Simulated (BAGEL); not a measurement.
# HF/def2-SVPD (density fitting with qzvpp-jkfit) run of CH5BN2 (SMILES B1NCN1)

Aim: the electronic atomisation energy of CH5BN2 at HF/def2-SVPD (density fitting with qzvpp-jkfit), from 5 runs. 

The calculation is run with BAGEL 1.2.2.

16 further runs of the same task are left out: 16 set aside as unsound or not needed.

### 1 The molecule

The species is CH5BN2 (9 atoms), meant as a singlet with charge 0. As SMILES, `B1NCN1`. The shape is that of a PBE0-D4/def2-TZVP optimisation.

Bond lengths: B1–N2 1.430 Å, N2–C3 1.458 Å, B1–N4 1.430 Å, C3–N4 1.458 Å, B1–H5 1.191 Å, N2–H6 1.003 Å, C3–H7 1.097 Å, C3–H8 1.097 Å, N4–H9 1.003 Å. Some angles: B1–N2–C3 88.7°, N2–B1–N4 92.5°, N2–C3–N4 90.2°, B1–N4–C3 88.7°, B1–N2–H6 135.4°, C3–N2–H6 124.3°, N2–B1–H5 133.7°, N4–B1–H5 133.8°, N2–C3–H7 113.7°, N2–C3–H8 114.4°.

### 2 A single-point energy at HF/def2-SVPD (density fitting with qzvpp-jkfit)

hf.json reads:

```json
{ "bagel": [

{
  "title": "molecule",
  "basis": "def2-svpd.json",
  "df_basis": "qzvpp-jkfit",
  "angstrom": true,
  "geometry": [
    { "atom": "B", "xyz": [   -0.538100,    0.903800,   -0.424200 ] },
    { "atom": "N", "xyz": [    0.763900,    0.350100,   -0.630900 ] },
    { "atom": "C", "xyz": [    0.430100,   -0.702400,    0.322000 ] },
    { "atom": "N", "xyz": [   -0.891500,   -0.116200,    0.513500 ] },
    { "atom": "H", "xyz": [   -1.109600,    1.851900,   -0.864600 ] },
    { "atom": "H", "xyz": [    1.686500,    0.722000,   -0.761500 ] },
    { "atom": "H", "xyz": [    0.420000,   -1.707100,   -0.117100 ] },
    { "atom": "H", "xyz": [    1.046900,   -0.704100,    1.228600 ] },
    { "atom": "H", "xyz": [   -1.719800,   -0.644400,    0.717000 ] }
  ]
},
{
  "title": "hf"
},
{
  "title": "print",
  "file": "orbitals.molden",
  "orbitals": true
}

]}
```

The basis set def2-SVPD is read from a file made from the Basis Set Exchange's data (not shown).

Started as:

```bash
$ BAGEL_NUM_THREADS=1 BAGEL hf.json > hf.out
```

What it wrote:

```text
* using 1 threads per process

  ===============================================================
  ===============================================================

  *** Geometry ***

  { "atom" : "B", "xyz" : [     -1.016862,      1.707934,     -0.801622 ] },
  { "atom" : "N", "xyz" : [      1.443562,      0.661593,     -1.192228 ] },
  { "atom" : "C", "xyz" : [      0.812771,     -1.327344,      0.608492 ] },
  { "atom" : "N", "xyz" : [     -1.684691,     -0.219586,      0.970374 ] },
  { "atom" : "H", "xyz" : [     -2.096840,      3.499584,     -1.633857 ] },
  { "atom" : "H", "xyz" : [      3.187023,      1.364382,     -1.439026 ] },
  { "atom" : "H", "xyz" : [      0.793685,     -3.225951,     -0.221287 ] },
  { "atom" : "H", "xyz" : [      1.978354,     -1.330556,      2.321718 ] },
  { "atom" : "H", "xyz" : [     -3.249951,     -1.217740,      1.354934 ] },

  Number of auxiliary basis functions:      394

  Since a DF basis is specified, we compute 2- and 3-index integrals:
    o Being stored without compression. Storage requirement is 0.045 GB

  Number of basis functions:      120
  Number of electrons      :       30

    * METHOD: MOLECULE                             0.20

  *** RHF ***

  === Nuclear Repulsion ===
   114.5976913755

      * DIIS with orbital gradients will be used.

  === RHF iteration (def2-svpd.json) ===
      0       -174.05367210          0.01751740           0.06
      1       -174.20443308          0.01164923           0.06
      2       -174.26397633          0.00141145           0.06
      3       -174.26556911          0.00018433           0.06
      4       -174.26559601          0.00006163           0.06
      5       -174.26559872          0.00001515           0.06
      6       -174.26559895          0.00000430           0.06
      7       -174.26559897          0.00000149           0.06
      8       -174.26559897          0.00000057           0.06
      9       -174.26559897          0.00000020           0.06
     10       -174.26559897          0.00000007           0.06
     11       -174.26559897          0.00000002           0.06
     12       -174.26559897          0.00000001           0.06
    * SCF iteration converged.

    * Permanent dipole moment:
           (   -0.209899,     0.348238,    -0.162016) a.u.

    * METHOD: HF                                   0.94

    * METHOD: PRINT                                0.03

  ===============================================================
```

Run time: 1.3 s. Hardware: 1 thread of Arm Neoverse V1, shared host; peak memory 0.13 GiB.

### 3 The B atom at the same level

input.json reads:

```json
{ "bagel": [

{
  "title": "molecule",
  "basis": "def2-svpd.json",
  "df_basis": "qzvpp-jkfit",
  "angstrom": true,
  "geometry": [
    { "atom": "B", "xyz": [       0.000000,       0.000000,       0.000000 ] }
  ]
},

{ "title": "uhf", "nopen": 1 },

{ "title": "print", "file": "orbitals.molden", "orbitals": true }

]}
```

The basis set def2-SVPD is read from a file made from the Basis Set Exchange's data (not shown).

Run the same way, it converges to -24.50142 Eh (log not shown).

### 4 The C atom

job.json reads:

```json
{ "bagel" : [

{
  "title" : "molecule",
  "basis" : "def2-svpd.json",
  "df_basis" : "qzvpp-jkfit",
  "angstrom" : true,
  "geometry" : [
    { "atom" : "C", "xyz" : [       0.000000,       0.000000,       0.000000 ] }
  ]
},

{ "title" : "uhf", "nopen" : 2 },

{ "title" : "print", "file" : "orbitals.molden", "orbitals" : true }

]}
```

The basis set def2-SVPD is read from a file made from the Basis Set Exchange's data (not shown).

Run the same way, it converges to -37.64625 Eh (log not shown).

### 5 The H atom, same level

calc.json reads:

```json
{ "bagel": [

{
  "title": "molecule",
  "basis": "def2-svpd.json",
  "df_basis": "qzvpp-jkfit",
  "angstrom": "true",
  "geometry": [
    { "atom": "H", "xyz": [       0.000000,       0.000000,       0.000000 ] }
  ]
},

{
  "title": "uhf",
  "nopen": 1
},

{
  "title": "print",
  "file": "orbitals.molden",
  "orbitals": "true"
}

]}
```

The basis set def2-SVPD is read from a file made from the Basis Set Exchange's data (not shown).

Run the same way, it converges to -0.49928 Eh (log not shown).

### 6 The N atom, same level

input.json reads:

```json
{ "bagel": [

{
  "title": "molecule",
  "basis": "def2-svpd.json",
  "df_basis": "qzvpp-jkfit",
  "angstrom": true,
  "geometry": [
    { "atom": "N", "xyz": [    0.000000,    0.000000,    0.000000 ] }
  ]
},
{
  "title": "uhf",
  "nopen": 3
},
{
  "title": "print",
  "file": "orbitals.molden",
  "orbitals": true
}

]}
```

The basis set def2-SVPD is read from a file made from the Basis Set Exchange's data (not shown).

Run the same way, it converges to -54.33724 Eh (log not shown).

### 7 What came out

Level: HF/def2-SVPD (density fitting with qzvpp-jkfit).

| quantity | value |
| --- | --- |
| molecule: total energy | -174.26560 Eh |
| molecule: dipole moment | 1.11 D |
| molecule: HOMO energy | -10.45 eV |
| molecule: LUMO energy | 2.30 eV |
| molecule: HOMO–LUMO gap | 12.75 eV |
| B atom: total energy | -24.50142 Eh |
| B atom: dipole moment | 0.00 D |
| B atom: ⟨S²⟩ | 0.760 |
| C atom: total energy | -37.64625 Eh |
| C atom: dipole moment | 0.00 D |
| C atom: ⟨S²⟩ | 2.010 |
| H atom: total energy | -0.49928 Eh |
| H atom: dipole moment | 0.00 D |
| H atom: ⟨S²⟩ | 0.750 |
| N atom: total energy | -54.33724 Eh |
| N atom: dipole moment | 0.00 D |
| N atom: ⟨S²⟩ | 3.759 |
| electronic atomisation energy | 25.770 eV |

In words: Taking the molecule apart into free atoms costs 25.77 eV (2486 kJ/mol), before zero-point energy and without spin-orbit coupling. Hartree–Fock lacks the correlation of the bonding pairs, which as a rule makes this value much too low; in minimal bases other errors can mask that.
